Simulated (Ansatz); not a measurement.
# CH4SnTe: up Jacob's ladder to CCSD(T)

How much do the methods differ for CH4SnTe? The plan is to run it at one geometry with functionals of several rungs and with coupled cluster. The yardstick is the atomisation energy at the CCSD(T) limit.

Method: functionals in def2-TZVPP, the program's frozen cores in correlated methods; program: Ansatz 0.2.0, Gaussian basis.

Plan: LDA (SPW92), PBE-D4, revPBE-D4, BLYP-D4, r2SCAN-D4, B97M-V, PBE0-D4, B3LYP-D4, r2SCANh-D4, r2SCAN0-D4, HSE06-D4, BHLYP-D4, CAM-B3LYP-D4, LC-ωPBE, ωB97X-V, ωB97M-V, B2PLYP, PBE-QIDH; CCSD(T)/def2-SVP; CCSD(T)/def2-TZVPP; MP2/def2-QZVPP; extrapolation to the limit; RPA on PBE.

## 1. The geometry

All runs share one geometry, relaxed beforehand with PBE0-D4 in a triple-zeta def2 set. Sn, Te take the def2 core potential; no spin-orbit term is included.

SMILES `[CH2]1[SnH2][Te]1`, 7 atoms, charge 0, spin multiplicity 1.

Atoms are counted from 1 here; the program's logs count them from 0.

Bond lengths: C1–Sn2 2.119 Å, C1–Te3 2.209 Å, C1–H4 1.084 Å, C1–H5 1.084 Å, Sn2–Te3 2.681 Å, Sn2–H6 1.695 Å, Sn2–H7 1.695 Å. Angles: Sn2–C1–Te3 76.5°, Sn2–C1–H4 117.9°, Sn2–C1–H5 117.9°, Te3–C1–H4 112.3°, Te3–C1–H5 112.3°, H4–C1–H5 114.1°, C1–Sn2–Te3 53.3°, C1–Sn2–H6 118.8°, C1–Sn2–H7 118.8°, Te3–Sn2–H6 118.1°, Te3–Sn2–H7 118.1°, H6–Sn2–H7 115.6°, C1–Te3–Sn2 50.2°.

## 2. LDA

This LDA is Slater exchange with PW92 correlation.

in.yaml

```yaml
crystal:
  periodic: [false, false, false]
  atoms:
    - {symbol: C, position_ang: [-0.772733, -0.462934, -0.589856]}
    - {symbol: Sn, position_ang: [0.749220, 0.602905, 0.428299]}
    - {symbol: Te, position_ang: [-0.147737, -1.856380, 1.006668]}
    - {symbol: H, position_ang: [-0.549450, -0.845291, -1.579319]}
    - {symbol: H, position_ang: [-1.796417, -0.128656, -0.465655]}
    - {symbol: H, position_ang: [0.305789, 1.876452, 1.455344]}
    - {symbol: H, position_ang: [2.272628, 0.746003, -0.301181]}
basis:
  gaussian: {orbitals: def2-TZVPP}
hamiltonian: {xc: lda}
output: {orbitals: {seedname: orbitals}}
```

Started as:

```sh
$ ansatz run in.yaml --threads 2 --pin off --events-out ev --progress --plain --max-ram 4352MiB
```

The runs that follow: PBE-D4 (GGA); revPBE-D4 (GGA); BLYP-D4 (GGA); r2SCAN-D4 (meta-GGA); B97M-V (meta-GGA); B3LYP-D4 (hybrid); r2SCANh-D4 (hybrid); r2SCAN0-D4 (hybrid); HSE06-D4 (hybrid); BHLYP-D4 (hybrid); CAM-B3LYP-D4 (range-separated); LC-ωPBE (range-separated); ωB97X-V (range-separated); ωB97M-V (range-separated); B2PLYP (double hybrid); PBE-QIDH (double hybrid); CCSD(T) in def2-SVP; CCSD(T) in def2-TZVPP; MP2 in def2-QZVPP; RPA on PBE orbitals.

**Question.** What will the summary of the whole plan be? Wanted: atomisation energy, CCSD(T)/CBS; farthest beyond LDA; mean size of error, GGA; mean size of error, meta-GGA; mean size of error, hybrid; mean size of error, range-separated; mean size of error, double hybrid; gap, smallest and largest; T1 diagnostic.

The runs gave:

| quantity | value |
| --- | --- |
| atomisation energy, CCSD(T)/CBS | 472.5 kcal/mol |
| functionals within 4.7 kcal/mol (1.0 %) | PBE-D4, B97M-V |
| farthest beyond LDA | BHLYP-D4 (-25.3 kcal/mol) |
| mean size of error, GGA | 10.5 kcal/mol |
| mean size of error, meta-GGA | 6.6 kcal/mol |
| mean size of error, hybrid | 14.6 kcal/mol |
| mean size of error, range-separated | 13.1 kcal/mol |
| mean size of error, double hybrid | 15.3 kcal/mol |
| gap, smallest and largest | 2.68 eV (BLYP-D4), 8.91 eV (LC-ωPBE) |
| T1 diagnostic | 0.0129 |
| triples share of the correlation energy | 3.2 % |

**Reading.** LDA overbinds by 65.9 kcal/mol (14 %). PBE-D4 is off by -2.1 kcal/mol. Double hybrids carry the basis error of their MP2 part in triple zeta, and no dispersion term here, so their miss is partly the set-up's. By mean error the best rung here is meta-GGA (6.6 kcal/mol) and the worst beyond LDA is double hybrid (15.3 kcal/mol). The reference freezes the cores and leaves out spin-orbit coupling and excitations past (T), and its outer-core shells are covered unevenly, so misses under about 4.7 kcal/mol can't be ranked. All levels share the lack of spin-orbit coupling, which lowers the free heavy atoms and so the true binding. Hartree-Fock recovers 66 % of the binding; the rest is correlation. CCSD(T) in def2-SVP is off by -46.5 kcal/mol, which most functionals beat. Orbital gaps span 2.7 to 8.9 eV; exact exchange widens them. Correlated methods include outer-core shells of Sn, Te, which these sets cover unevenly.
